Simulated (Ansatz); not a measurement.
CH₄F₂Sn, SMILES F[CH](F)[SnH3], a polarisability from point charges

Computed with the Ansatz DFT code, driven from Python.

The cells in order, each with its output:

```python
from dataclasses import dataclass

import ansatz as az
import numpy as np
```

```python
@dataclass
class Settings:
    basis: str = 'def2-SVPD'
    functional: str = 'b3lyp'
    dispersion: str = 'd4'
```

```python
settings = Settings()

GEOMETRY = '''
F     1.60710    1.24440   -0.20720
C     1.11100    0.02040    0.10960
F     1.39920   -0.24640    1.41350
Sn   -0.93670   -0.06670   -0.15070
H     1.60460   -0.73050   -0.56680
H    -1.77790    1.11770    0.89360
H    -1.38320    0.26930   -1.81250
H    -1.53210   -1.66530    0.26470
'''
```

```python
mol = az.Crystal.molecule()
for line in GEOMETRY.strip().splitlines():
    symbol, *xyz = line.split()
    mol = mol.atom(symbol, [float(v) for v in xyz])

model = (
    mol.calculation()
    .basis(gaussian=settings.basis)
    .functional(settings.functional, dispersion=settings.dispersion)
    .forces()
)
centre = np.mean([site.position_ang for site in mol.cartesian_sites], axis=0)
field = 2 * 14.399645 * 4.0 / 40.0 ** 2
```

```python
def dipole(axis, sign):
    arm = 40.0 * np.eye(3)[axis]
    pair = [{'charge': sign * 4.0, 'position_ang': (centre - arm).tolist()}, {'charge': -sign * 4.0, 'position_ang': (centre + arm).tolist()}]
    deck = model.input().set(az.key.basis.gaussian.point_charges, pair)
    return np.array(az.Session.from_dict(deck).plan().execute().report['charge_distribution']['dipole_moment_e_ang'])
```

```python
print(f'field {field:.4f} V/A')
alpha = np.array([(dipole(axis, 1) - dipole(axis, -1)) / (2 * field) * 14.399645 for axis in range(3)])
print('polarisability tensor (A^3)')
print(np.array2string(alpha, precision=3, suppress_small=True))
print(f'mean {np.trace(alpha) / 3:.3f} A^3 = {np.trace(alpha) / 3 / 0.14818471:.2f} bohr^3')
```

    field 0.0720 V/A
    polarisability tensor (A^3)
    [[ 9.232  0.062  0.111]
     [ 0.066  8.377 -0.001]
     [ 0.118 -0.002  8.419]]
    mean 8.676 A^3 = 58.55 bohr^3

Notes:
- The geometry is a force-field or estimated start, not a minimum of this method, and the basis set is short of its limit. The field of two point charges is only nearly even.
- def2 sets replace the cores of elements past krypton by effective core potentials.
- b3lyp holds the VWN-RPA fit, as in Gaussian; the form of ORCA and Turbomole is b3lyp5.
- Hardware and time: 52 s on 1 thread of Arm Neoverse V1, on a shared host, peak memory 0.38 GiB.
